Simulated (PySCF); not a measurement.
# GeO(OH)₂: relaxation and vibrations of the singlet

Aim: relax GeO(OH)₂ as a singlet from a T-shaped (ligand arrangement 2) start, check by its vibrations whether the end is a minimum, and collect its spectrum and constants.

Program: PySCF 2.14.0. Level of theory: B3LYP, basis Ge def2-SVP, O def2-SVP, H def2-SVP, no relativity, density fitting. These are calculated values, not measurements.

## (1) The starting structure

6 atoms, charge 0, spin multiplicity 1.

Bond lengths: Ge1–O2 1.680 Å, Ge1–O3 1.840 Å, Ge1–O4 1.840 Å, O3–H5 0.960 Å, O4–H6 0.960 Å. Angles: O2–Ge1–O3 88.0°, O2–Ge1–O4 176.0°, O3–Ge1–O4 88.0°, Ge1–O3–H5 130.0°, Ge1–O4–H6 130.0°.

```xyz
6
charge 0 multiplicity 1
Ge    0.0466   -0.0060   -0.2740
O     1.7256   -0.0060   -0.2154
O     0.0466   -0.0060    1.5660
O    -1.7923   -0.0060   -0.2098
H    -0.6888   -0.0060    2.1831
H    -2.4090    0.7294   -0.1882
```

## (2) T-shaped (ligand arrangement 2) start, singlet: relaxation

One driver script runs all steps and calls PySCF; scf.py shows how it sets up the SCF of each step. The optimiser is the driver's own. Before each start the driver seeks the lowest SCF state from one or more starting densities and follows internal instabilities, so scf.py alone need not reach the same state.

The program finds C1 symmetry in the start. The walk stops when the largest gradient is under 0.0003 Eh/bohr and the energy has settled too.

scf.py

```python
from pyscf import gto, scf, dft
mol = gto.M(atom='''
Ge     0.046590    -0.005981    -0.274025
O      1.725590    -0.005981    -0.215425
O      0.046590    -0.005981     1.565975
O     -1.792310    -0.005981    -0.209825
H     -0.688810    -0.005981     2.183075
H     -2.409010     0.729419    -0.188225''',
    basis={'Ge': 'def2-SVP', 'O': 'def2-SVP', 'H': 'def2-SVP'},
    charge=0, spin=0)
mf = dft.RKS(mol, xc='B3LYP')
mf.grids.atom_grid = (50, 194)
aux = {'Ge': 'def2-universal-JKFIT', 'O': 'def2-universal-JKFIT', 'H': 'def2-universal-JKFIT'}
mf = mf.density_fit(auxbasis=aux)
mf.kernel()
```

The runs that follow: Vibrations and properties at this point.

What does the calculation give? Wanted: minimum; geometry; wavenumbers; dipole moment; highest occupied, lowest empty level; polar-tensor charge of Ge1; zero-point energy; atomisation energy.

The runs gave:

| quantity | value |
| --- | --- |
| minimum | singlet, C2v |
| geometry | Ge–O 1.632 Å, Ge–O 1.765 Å (×2), O–H 0.968 Å (×2); Ge–O–H 115.1° (×2), O–Ge–O 108.7°, O–Ge–O 125.6° (×2) |
| wavenumbers (cm⁻¹) | 54 (b1), 171 (a2), 242 (b2), 255 (a1), 308 (b1), 696 (a1), 728 (b2), 804 (b2), 913 (a1), 1003 (a1), 3821 (b2), 3832 (a1) |
| dipole moment | 5.66 D |
| highest occupied, lowest empty level | -7.71, -1.94 eV |
| polar-tensor charge of Ge1 | +1.49 e |
| zero-point energy | 76.7 kJ/mol |
| entropy at 298.15 K | 322.8 J/(mol K) |
| atomisation energy (no zero-point energy) | 2044 kJ/mol |

From C1 at the start the molecule goes to a C2v minimum. In the infrared the band at 308 cm⁻¹ (b1) leads. With 5.7 D the molecule is strongly polar. Only this shape and spin were tried, so other structures or states may lie lower. The soft modes, below some 90 cm⁻¹, carry numerical noise of tens of cm⁻¹, and the entropy with them.
